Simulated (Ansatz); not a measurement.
# ZrOs: how the settings move a relaxation

Question: which choices in the input matter for ZrOs?

Computed with Ansatz 0.2.0 (reference: DFT, LDA, PAW with Ansatz's default frozen-core files, scalar-relativistic; relaxation of cell and atoms, unless a step's input says otherwise).

2 further runs of the same task are left out: 1 that didn't finish, 1 set aside as unsound or not needed.

## (1) The starting structure

The structure is cubic, space group Pm-3m (No. 221). The conventional cell has a = 3.263 Å, b = 3.263 Å, c = 3.263 Å, α = 90.00°, β = 90.00°, γ = 90.00°. Zr (site symmetry m-3m) has 8 Os at 2.83 Å as nearest neighbours. Os (site symmetry m-3m) has 8 Zr at 2.83 Å as nearest neighbours.

As a file:

```cif
data_structure
_symmetry_space_group_name_H-M 'Pm-3m'
_symmetry_Int_Tables_number 221
_cell_length_a 3.2630
_cell_length_b 3.2630
_cell_length_c 3.2630
_cell_angle_alpha 90.000
_cell_angle_beta 90.000
_cell_angle_gamma 90.000
_cell_volume 34.74
loop_
_atom_site_label
_atom_site_type_symbol
_atom_site_symmetry_multiplicity
_atom_site_Wyckoff_symbol
_atom_site_fract_x
_atom_site_fract_y
_atom_site_fract_z
_atom_site_occupancy
Zr1 Zr 1 b 0.50000 0.50000 0.50000 1
Os1 Os 1 a 0.00000 0.00000 0.00000 1
```

## (2) Reference

Input file input.yaml:

```yaml
crystal:
  lattice:
    - [3.263, 0.0, 0.0]
    - [0.0, 3.263, 0.0]
    - [0.0, 0.0, 3.263]
  atoms:
    - { symbol: Zr, position: [0.5, 0.5, 0.5] }
    - { symbol: Os, position: [0.0, 0.0, 0.0] }
kpoints:
  mp_grid: { grid: [14, 14, 14] }
scf:
  occupations: { method: fermi_dirac, width: 0.1 }
hamiltonian:
  xc: lda
  pseudopotentials: { kind: paw }
relax:
  f_tol: 0.002
  max_steps: 80
  cell: {}
output:
  forces: true
  stress: true
  write_density: true
  write_potential: true
  elf: true
  volumetric_format: npy
```

Run with:

```
> ansatz run input.yaml --threads 1 --pin off --max-ram 2560MiB --backend cpu --events-out ev --progress --plain --runs-dir out
```

## (3) Variant: mp_grid.shift [0.5, 0.5, 0.5], hubbard.sites [{species: Zr, l: d, u_eff: 5.0}], hubbard.double_counting fll, f_tol 0.1, max_displacement 0.5

Input file input.yaml:

```yaml
crystal:
  lattice:
    - [3.263, 0.0, 0.0]
    - [0.0, 3.263, 0.0]
    - [0.0, 0.0, 3.263]
  atoms:
    - { symbol: Zr, position: [0.5, 0.5, 0.5] }
    - { symbol: Os, position: [0.0, 0.0, 0.0] }
kpoints:
  mp_grid: { grid: [14, 14, 14], shift: [0.5, 0.5, 0.5] }
scf:
  occupations: { method: fermi_dirac, width: 0.1 }
hamiltonian:
  xc: lda
  pseudopotentials: { kind: paw }
  hubbard: { sites: [{ species: Zr, l: d, u_eff: 5.0 }], double_counting: fll }
relax:
  f_tol: 0.1
  max_steps: 80
  cell: {}
  max_displacement: 0.5
output:
  forces: true
  stress: true
```

## (4) Variant: mp_grid.grid [11, 11, 11], dispersion d3bj, hubbard.sites [{species: Zr, l: d, u_eff: 5.0}], hubbard.double_counting fll

Changes to input.yaml since step 2:

```diff
@@ -9,3 +9,3 @@
 kpoints:
-  mp_grid: { grid: [14, 14, 14] }
+  mp_grid: { grid: [11, 11, 11] }
 scf:
@@ -15,2 +15,4 @@
   pseudopotentials: { kind: paw }
+  dispersion: d3bj
+  hubbard: { sites: [{ species: Zr, l: d, u_eff: 5.0 }], double_counting: fll }
 relax:
@@ -22,5 +24 @@
   stress: true
-  write_density: true
-  write_potential: true
-  elf: true
-  volumetric_format: npy
```

**Question.** What will these runs give? Wanted: for each run, ending; energy change; pressure; gap; force.

The runs gave:

```csv
run,ending,energy change,pressure (GPa),gap (eV),force (eV/Å),cycles,time
reference,converged,0,0.0,0.00,0.00,40,24 s
"1: mp_grid.shift [0.5, 0.5, 0.5], hubbard.sites [{species: Zr, l: d, u_eff: 5.0}], hubbard.double_counting fll, f_tol 0.1, max_displacement 0.5",converged,+2.63 eV/atom (U changed: no physical gain or loss),0.0,0.00,0.00,26,23 s
"2: mp_grid.grid [11, 11, 11], dispersion d3bj, hubbard.sites [{species: Zr, l: d, u_eff: 5.0}], hubbard.double_counting fll",converged,+2.00 eV/atom (U changed: no physical gain or loss) (offset of the dispersion model),0.0,0.00,0.00,38,22 s
```

Times don't compare one to one where runs were asked for different outputs or read a saved state (see the inputs); cycles may leave out searches for a lower state.

A changed U is a change of model: its shifts are not errors of convergence.
